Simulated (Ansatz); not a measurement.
# CH6AlN (SMILES C[NH][AlH2]) at B3LYP/6-31G(d) (spherical functions)

Aim: the electronic atomisation energy of CH6AlN at B3LYP/6-31G* (spherical functions), from 5 runs. 

The calculation is run with Ansatz 0.2.0.

35 further runs of the same task are left out: 35 set aside as unsound or not needed. Runs told in other sessions of the task aren't counted.

## (1) The molecule

CH6AlN: 9 atoms, total charge 0, spin state singlet. SMILES: `C[NH][AlH2]`. The coordinates come from a PBE0-D4/def2-TZVP relaxation.

Bond lengths: C1–N2 1.447 Å, N2–Al3 1.767 Å, C1–H4 1.097 Å, C1–H5 1.097 Å, C1–H6 1.093 Å, N2–H7 1.010 Å, Al3–H8 1.584 Å, Al3–H9 1.584 Å. Some angles: C1–N2–Al3 128.6°, C1–N2–H7 111.9°, Al3–N2–H7 119.5°, N2–C1–H4 112.4°, N2–C1–H5 112.3°, N2–C1–H6 109.8°, N2–Al3–H8 117.5°, N2–Al3–H9 117.5°, H4–C1–H5 107.6°, H4–C1–H6 107.2°.

## (2) The energy at B3LYP/6-31G(d) (spherical functions)

molecule.yaml

```yaml
crystal:
  periodic: [false, false, false]
  atoms:
    - symbol: C
      position_ang: [-0.384500, 0.934700, -0.771700]
    - symbol: "N"
      position_ang: [0.340000, -0.253200, -0.374200]
    - symbol: Al
      position_ang: [0.335300, -1.074400, 1.190900]
    - symbol: H
      position_ang: [-1.074800, 0.743900, -1.602200]
    - symbol: H
      position_ang: [0.284400, 1.748600, -1.076000]
    - symbol: H
      position_ang: [-0.981000, 1.302600, 0.066800]
    - symbol: H
      position_ang: [0.905500, -0.619100, -1.126300]
    - symbol: H
      position_ang: [1.234400, -2.369900, 1.339700]
    - symbol: H
      position_ang: [-0.570900, -0.459500, 2.335900]
basis:
  gaussian:
    orbitals: 6-31G_st_-spherical.json
hamiltonian:
  xc: {name: B3LYP}
output:
  orbitals: {seedname: orbitals}
accuracy: high
```

The basis set 6-31G* is read from a file made from the Basis Set Exchange's data (not shown).

On the command line:

```console
$ ansatz run molecule.yaml --threads 1 --pin off --max-ram 2610MiB --events-out events.jsonl --progress --plain --runs-dir runs
```

The program printed:

```text
Warning: RAYON_NUM_THREADS=1 ignored (pool sized by the plan → 1); use --threads N
Functional definition: B3LYP
  name "B3LYP"
  parameter a0 = 0.2
  parameter ax = 0.72
  parameter ac = 0.81
  exchange = (1 - a0 - ax)*slater_x + ax*b88_x + a0*exact_x
  correlation = (1 - ac)*vwn_rpa_c + ac*lyp_c
1384 factors; integrals over basis functions are off by at most 3.5e-9 eV
mean field evaluation 1: about -9214.9089 eV, gradient 5.7e1 eV
mean field evaluation 2: about -9188.0224 eV, gradient 1.1e2 eV
mean field evaluation 4: about -9222.1128 eV, gradient 6.2e0 eV
mean field evaluation 8: about -9222.1963 eV, gradient 3.6e-2 eV
mean field evaluation 16: about -9222.1963 eV, gradient 6.3e-7 eV
mean field -9222.19628701 eV, -338.9094625186 hartree, gradient 7.9e-8 eV, S^2 0.000000; 0 other end points of the search recorded, 0 dependent functions left out
reference -9222.19632721 eV, -338.9094639959 hartree; 16, 16 occupied and 42, 42 virtual orbitals, 1384 factors
Total energy: -9222.19632721 eV, -338.9094639959 hartree
```

Run time: 3.9 s. Hardware: 1 thread of Arm Neoverse V2, shared host; peak memory 0.17 GiB.

## (3) The Al atom at the same level

input.yaml

```yaml
crystal:
  periodic: [false, false, false]
  atoms:
    - {symbol: Al, position_ang: [0.000000, 0.000000, 0.000000]}
basis:
  gaussian: {orbitals: 6-31G_st_-spherical.json}
magnetization: {spin_polarized: true, initial_magnetization: 1}
hamiltonian: {xc: {name: B3LYP}}
accuracy: high
```

The basis set 6-31G* is read from a file made from the Basis Set Exchange's data (not shown).

Run the same way, it converges to -242.36652 Eh (log not shown).

## (4) The C atom, same level

molecule.yaml

```yaml
crystal:
  periodic: [false, false, false]
  atoms:
    - {symbol: C, position_ang: [0.000000, 0.000000, 0.000000]}
basis:
  gaussian: {orbitals: 6-31G_st_-spherical.json}
magnetization: {spin_polarized: true, initial_magnetization: 2}
hamiltonian: {xc: {name: B3LYP}}
accuracy: high
```

The basis set 6-31G* is read from a file made from the Basis Set Exchange's data (not shown).

Run the same way, it converges to -37.84469 Eh (log not shown).

## (5) The H atom at the same level

job.yaml

```yaml
crystal:
  periodic: [false, false, false]
  atoms:
    - {symbol: H, position_ang: [0.000000, 0.000000, 0.000000]}
basis:
  gaussian: {orbitals: "6-31G*"}
magnetization: {spin_polarized: true, initial_magnetization: 1}
hamiltonian: {xc: {name: B3LYP}}
accuracy: high
```

On the command line:

```console
$ ansatz run job.yaml --threads 1 --pin off --max-ram 2610MiB --events-out events.jsonl --progress --plain --runs-dir runs
```

The program printed:

```text
Warning: RAYON_NUM_THREADS=1 ignored (pool sized by the plan → 1); use --threads N
Functional definition: B3LYP
  name "B3LYP"
  parameter a0 = 0.2
  parameter ax = 0.72
  parameter ac = 0.81
  exchange = (1 - a0 - ax)*slater_x + ax*b88_x + a0*exact_x
  correlation = (1 - ac)*vwn_rpa_c + ac*lyp_c
3 factors; integrals over basis functions are off by at most 5.4e-10 eV
mean field evaluation 1: about -13.6135 eV, gradient 2.1e-1 eV
mean field evaluation 2: about -13.6127 eV, gradient 2.0e-1 eV
mean field evaluation 4: about -13.6131 eV, gradient 4.2e-7 eV
mean field evaluation 8: about -13.6131 eV, gradient 8.0e-10 eV
mean field -13.61309805 eV, -0.5002721262 hartree, gradient 8.6e-9 eV, S^2 0.750000; 0 other end points of the search recorded, 0 dependent functions left out
reference -13.61311596 eV, -0.5002727842 hartree; 1, 0 occupied and 1, 2 virtual orbitals, 3 factors
Total energy: -13.61311596 eV, -0.5002727842 hartree
```

It took 0.12 s on 1 thread of Arm Neoverse V2, shared host.

## (6) The N atom

run.yaml

```yaml
crystal:
  periodic: [false, false, false]
  atoms:
    - {symbol: "N", position_ang: [0.000000, 0.000000, 0.000000]}
basis:
  gaussian: {orbitals: 6-31G_st_-spherical.json}
hamiltonian: {xc: {name: B3LYP}}
magnetization: {spin_polarized: true, initial_magnetization: 3}
accuracy: high
```

The basis set 6-31G* is read from a file made from the Basis Set Exchange's data (not shown).

Run the same way, it converges to -54.58288 Eh (log not shown).

## (7) What came out

Level: B3LYP/6-31G* (spherical functions).

```
                     quantity          value
       molecule: total energy  -338.90946 Eh
        molecule: HOMO energy       -6.46 eV
        molecule: LUMO energy       -0.70 eV
      molecule: HOMO–LUMO gap        5.76 eV
        Al atom: total energy  -242.36652 Eh
                Al atom: ⟨S²⟩          0.752
         C atom: total energy   -37.84469 Eh
                 C atom: ⟨S²⟩          2.002
         H atom: total energy    -0.50027 Eh
                 H atom: ⟨S²⟩          0.750
         N atom: total energy   -54.58288 Eh
                 N atom: ⟨S²⟩          3.752
electronic atomisation energy      30.306 eV
```

Taking the molecule apart into free atoms costs 30.31 eV (699 kcal/mol), before zero-point energy and without spin-orbit coupling.
